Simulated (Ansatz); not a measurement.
Write a Python script for the Python package of Ansatz (0.2.0) that makes a ladder of methods at one geometry of BH₅S₃Si, SMILES [SiH3]B(S)SS. Use (for the species named): B3LYP, def2-SVP basis, multiplicity 1. The script varies functional: b3lyp, blyp, pbe0, pbe, lda, lc_wpbe.

```yaml
atoms:
  - { symbol: Si, position_ang: [-1.5917, 0.4985, -0.0010] }
  - { symbol: B, position_ang: [-0.1208, -0.6584, -0.0729] }
  - { symbol: S, position_ang: [0.4764, -1.2942, -1.7400] }
  - { symbol: S, position_ang: [0.8109, -1.1641, 1.5187] }
  - { symbol: S, position_ang: [2.0900, 0.4601, 1.4137] }
  - { symbol: H, position_ang: [-1.3290, 1.7758, -0.7788] }
  - { symbol: H, position_ang: [-1.9007, 0.9030, 1.3882] }
  - { symbol: H, position_ang: [-2.7711, -0.1071, -0.6094] }
  - { symbol: H, position_ang: [1.3938, -0.1904, -1.8261] }
  - { symbol: H, position_ang: [3.0254, -0.2744, 0.7104] }
```

Script `run_methods.py`:
```python
"""One geometry of BH5S3Si, method by method."""

from pathlib import Path

import ansatz as az
import numpy as np

BASIS = "def2-SVP"

GEOMETRY = """
Si   -1.59170    0.49850   -0.00100
B    -0.12080   -0.65840   -0.07290
S     0.47640   -1.29420   -1.74000
S     0.81090   -1.16410    1.51870
S     2.09000    0.46010    1.41370
H    -1.32900    1.77580   -0.77880
H    -1.90070    0.90300    1.38820
H    -2.77110   -0.10710   -0.60940
H     1.39380   -0.19040   -1.82610
H     3.02540   -0.27440    0.71040
"""


def main() -> None:
    geometry = az.Crystal.molecule()
    for line in GEOMETRY.strip().splitlines():
        symbol, *xyz = line.split()
        geometry = geometry.atom(symbol, [float(v) for v in xyz])

    model = geometry.calculation().basis(gaussian=BASIS)

    print("functional    E (Ha)        dipole (D)   HOMO (eV)  LUMO (eV)")
    for name in ["b3lyp", "blyp", "pbe0", "pbe", "lda", "lc_wpbe"]:
        rep = model.functional(name).forces().orbitals().run(threads=1, backend="cpu", runs_dir="runs").report
        lines = Path(rep["orbitals_path"]).read_text().splitlines()
        field_of = lambda key: [line.split("=")[1].strip() for line in lines if line.startswith(key)]
        orbitals = [(27.211386 * float(e), s, float(n)) for e, s, n in zip(field_of("Ene="), field_of("Spin="), field_of("Occup="))]
        homo = max(e for e, _, n in orbitals if n > 0.5)
        lumo = min(e for e, _, n in orbitals if n < 0.5)
        dipole = 4.803205 * np.linalg.norm(rep["charge_distribution"]["dipole_moment_e_ang"])
        print(f"{name:10s} {rep['free_energy_ev'] / 27.211386246:14.6f} {dipole:9.3f} {homo:11.3f} {lumo:10.3f}")


if __name__ == "__main__":
    main()
```

Running `python run_methods.py` prints:
```text
functional    E (Ha)        dipole (D)   HOMO (eV)  LUMO (eV)
b3lyp        -1511.493954     1.517      -6.587     -3.246
blyp         -1511.379027     1.583      -5.395     -3.706
pbe0         -1510.845624     1.599      -6.914     -3.194
pbe          -1510.709693     1.685      -5.638     -3.983
lda          -1505.829197     1.803      -5.695     -4.136
lc_wpbe      -1510.952535     1.510      -9.643     -1.028
```

Notes:
- Total energies depend on the basis set; only differences at equal settings carry meaning.
- The geometry is a force-field or estimated start, not a minimum of this method, and the basis set is short of its limit. A lower total doesn't mark the better method: functionals have no common bound, and MP2 and coupled cluster aren't variational.
- b3lyp holds the VWN-RPA fit, as in Gaussian; the form of ORCA and Turbomole is b3lyp5.
- Levels such as HOMO and LUMO are orbital energies: with these approximate functionals they aren't the ionisation energy and electron affinity, and their gap isn't the fundamental gap.
- Timing: 33 s on 1 thread of Arm Neoverse V1 (shared host), peak memory 0.31 GiB.
